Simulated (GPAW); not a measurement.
Runs of GPAW 26.7.0 on NiMoIrPdW. The structure is trigonal, space group P3m1 (No. 156). The conventional cell has a = 2.761 Å, b = 2.761 Å, c = 11.341 Å, α = 90.00°, β = 90.00°, γ = 120.00°. Ni (site symmetry 3m) has 3 W at 2.59 Å and 3 Pd at 2.68 Å and 6 Ni at 2.76 Å as nearest neighbours. Mo (site symmetry 3m) is surrounded by 3 Ir at 2.66 Å and 1 W at 2.66 Å and 6 Mo at 2.76 Å. Around Pd (site symmetry 3m) lie 3 Ni at 2.68 Å and 6 Pd at 2.76 Å and 3 Ir at 2.84 Å. Around Ir (site symmetry 3m) lie 3 Mo at 2.66 Å and 6 Ir at 2.76 Å and 3 Pd at 2.84 Å. W (site symmetry 3m) is surrounded by 3 Ni at 2.59 Å and 1 Mo at 2.66 Å and 6 W at 2.76 Å. The cell was built by a generator and needn't be a form met in nature.

| task | level | potentials or basis | cell | k mesh | ranks | optimizer | fmax | max steps | convergence | mesh quality | gap on the mesh (eV) | pressure (GPa) | moment (μB) | largest force (eV/Å) |
| --- | --- | --- | --- | --- | --- | --- | --- | --- | --- | --- | --- | --- | --- | --- |
| relaxation of cell and atoms | LDA | the program's PAW data sets (release 1.2.1) made for this functional, pw | relaxed | 8 × 8 × 2 | 8 | BFGS | 0.02 eV/Å | 60 | density=1e-05 forces=0.0001 | not flagged | none | -0.1 | 0.00 | 0.02 |
| single point | optB88-vdW | GPAW PAW data sets (gpaw-data 1.2.1), pw | as given | 6 × 6 × 2 | - | - | - | - | - | coarse | none | - | (b) | 0.27 |
| band structure | TPSS | GPAW PAW data sets (gpaw-data 1.2.1), pw | as given | 8 × 8 × 2 | 8 | - | - | - | - | not flagged | - | -5.5 | 0.00 | 0.38 |
| single point | vdW-DF | GPAW PAW data sets (gpaw-data 1.2.1), pw | as given | 6 × 6 × 2 | - | - | - | - | - | coarse | none | - | (a) | (c) |
| band structure | SCAN | GPAW PAW data sets (gpaw-data 1.2.1), pw | as given | 8 × 8 × 2 | 8 | - | - | - | - | not flagged | - | -8.9 | 0.22 | 0.19 |

Alike in all rows: spin collinear, ferromagnetic start; cutoff (eV) 600; smearing fermi-dirac 0.05 eV.

Question: Fill in the values left out.

Answer: (a) 0.54; (b) 0.44; (c) 0.43.

Caveats: some runs use coarse meshes; the stock nickel data set gives pressures a few GPa off other programs; the PAW data sets were made with another functional, which shifts forces and pressure a little (some runs); spin-orbit coupling is left out, which moves the levels of the heavy elements (some runs); each step starts from the last one's moments, so a moment once lost doesn't come back (some runs); later steps reuse the first step's grids (some runs).

A k mesh can miss the band edges, and the runs leave out spin-orbit coupling on Ir, Mo, Pd, W.

A gap of «none» marks a metal or a gap under the smearing width.

Runs at the PBE level aren't shown here.
